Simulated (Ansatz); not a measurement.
**FH3O3Zr: up Jacob's ladder to CCSD(T)**

The task here is to estimate one member of a computed series from the others.

Computed with Ansatz 0.2.0, Gaussian basis. Level: functionals in def2-TZVPP, the program's frozen cores in correlated methods.

Plan: LDA (SPW92), PBE-D4, revPBE-D4, BLYP-D4, r2SCAN-D4, B97M-V, PBE0-D4, B3LYP-D4, r2SCANh-D4, r2SCAN0-D4, HSE06-D4, BHLYP-D4, CAM-B3LYP-D4, LC-ωPBE, ωB97X-V, ωB97M-V, B2PLYP, PBE-QIDH; CCSD(T)/def2-SVP; CCSD(T)/def2-TZVPP; MP2/def2-QZVPP; extrapolation to the limit; RPA on PBE.

## The relaxed structure

All runs share one geometry, relaxed beforehand with PBE0-D4 in a triple-zeta def2 set. Zr takes the def2 core potential; no spin-orbit term is included.

SMILES `[OH][Zr]([OH])([OH])[F]`, 8 atoms, charge 0, spin multiplicity 1.

Atoms are counted from 1 here; the program's logs count them from 0.

Bond lengths: O1–Zr2 1.920 Å, O1–H6 0.952 Å, Zr2–O3 1.920 Å, Zr2–O4 1.920 Å, Zr2–F5 1.921 Å, O3–H7 0.952 Å, O4–H8 0.952 Å. Angles: Zr2–O1–H6 167.4°, O1–Zr2–O3 110.4°, O1–Zr2–O4 110.4°, O1–Zr2–F5 108.5°, O3–Zr2–O4 110.4°, O3–Zr2–F5 108.6°, O4–Zr2–F5 108.6°, Zr2–O3–H7 167.1°, Zr2–O4–H8 167.4°.

The first run:

in.yaml

```yaml
crystal:
  periodic: [false, false, false]
  atoms:
    - {symbol: O, position_ang: [-1.105518, 1.368508, 0.521258]}
    - {symbol: Zr, position_ang: [0.105328, 0.148953, -0.334767]}
    - {symbol: O, position_ang: [1.675656, -0.100409, 0.741665]}
    - {symbol: O, position_ang: [-0.758633, -1.535173, -0.656261]}
    - {symbol: F, position_ang: [0.633956, 0.897043, -2.023345]}
    - {symbol: H, position_ang: [-1.590060, 1.933068, 1.114652]}
    - {symbol: H, position_ang: [2.366677, -0.414186, 1.315879]}
    - {symbol: H, position_ang: [-1.327407, -2.297804, -0.679072]}
basis:
  gaussian: {orbitals: def2-TZVPP}
hamiltonian: {xc: lda}
output: {orbitals: {seedname: orbitals}}
```

Run with:

```bash
> ansatz run in.yaml --threads 4 --pin off --events-out ev --progress --plain --max-ram 10444MiB
```

Among the steps run: LDA; PBE-D4 (GGA); revPBE-D4 (GGA); BLYP-D4 (GGA); r2SCAN-D4 (meta-GGA); B97M-V (meta-GGA); PBE0-D4 (hybrid); B3LYP-D4 (hybrid); r2SCANh-D4 (hybrid); r2SCAN0-D4 (hybrid); HSE06-D4 (hybrid); BHLYP-D4 (hybrid); CAM-B3LYP-D4 (range-separated); LC-ωPBE (range-separated); ωB97X-V (range-separated); ωB97M-V (range-separated); B2PLYP (double hybrid); PBE-QIDH (double hybrid).

One table of the session follows, with a row left open; its other results are not shown here.

It belongs to the step «Orbital energies across the functionals». 

```
  functional  HOMO (eV)  gap (eV)
 LDA (SPW92)      -7.49      6.51
      PBE-D4      -7.26      6.38
   revPBE-D4      -7.17      6.32
     BLYP-D4      -7.17      6.24
   r2SCAN-D4      -7.64      7.37
      B97M-V      -7.69      6.90
     PBE0-D4      -8.95      8.72
    B3LYP-D4      -8.68      8.13
  r2SCANh-D4      -8.27      8.17
  r2SCAN0-D4      -9.23      9.37
    HSE06-D4      -8.54      7.99
    BHLYP-D4     -10.60     10.75
CAM-B3LYP-D4     -10.45     10.75
     LC-ωPBE     -11.81     13.09
     ωB97X-V     -11.45     12.63
     ωB97M-V          ?         ?
```

**Question.** Estimate the row for ωB97M-V.

As computed: HOMO (eV): -11.39; gap (eV): 11.99. In the column «HOMO (eV)» it lies between ωB97X-V (-11.45) and BHLYP-D4 (-10.60).
